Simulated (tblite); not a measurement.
# C7H11BS: the cost of one run

The runs use tblite 0.8.0 and PySCF 2.14.0, with density-fitted response routines of our own; the level of theory stands in each step. All values are computed, except where a source is named. Atoms are numbered from 0 throughout.

### 1 The molecule as given

20 atoms, charge 0, multiplicity 1; geometry from: force field or distance geometry start.

Bonds of the start (Å): C0–C1 1.22, C1–C2 1.47, C2–C3 1.52, C3–C4 1.47, C4–C5 1.36, C5–B6 1.56, B6–S7 1.89, S7–C8 1.81, C0–H9 1.05, C2–H10 1.12, C2–H11 1.11, C3–H12 1.11, C3–H13 1.13, C4–H14 1.11, C5–H15 1.08, B6–H16 1.20, C8–H17 1.10, C8–H18 1.09, C8–H19 1.11.

### 2 Geometry optimisation with GFN2-xTB

Job settings and geometry (Å):

```
{"job": {"kind": "relax", "xc": "GFN2-xTB", "basis": "xTB"}, "charge": 0, "multiplicity": 1}
C      4.732900    -1.062700     0.001500
C      3.547200    -0.861100    -0.215400
C      2.125300    -0.606100    -0.463000
C      1.759400     0.752100     0.114300
C      0.337900     1.077700    -0.089800
C     -0.518500     0.261000    -0.751000
B     -1.978400     0.796200    -0.884200
S     -3.051900     0.557800     0.656500
C     -4.372300    -0.599500     0.219900
H      5.753800    -1.232500     0.193500
H      1.943900    -0.631000    -1.565100
H      1.543100    -1.373700     0.079700
H      2.402400     1.507700    -0.392100
H      2.010500     0.731100     1.217100
H     -0.007300     2.053900     0.302700
H     -0.192500    -0.692700    -1.134100
H     -2.087500     1.769300    -1.573300
H     -5.130400    -0.026700    -0.339000
H     -4.042000    -1.404700    -0.439900
H     -4.780700    -1.005500     1.174600
```

The run is started by

```console
$ OMP_NUM_THREADS=1 python probes_run.py task.json out
```

This one command runs all jobs of the session in turn.

**Question.** How long does this first job take on 1 thread of Arm Neoverse N1, shared host, and how much memory does it need?

About 2.7 s, with a peak of 0.18 GiB.
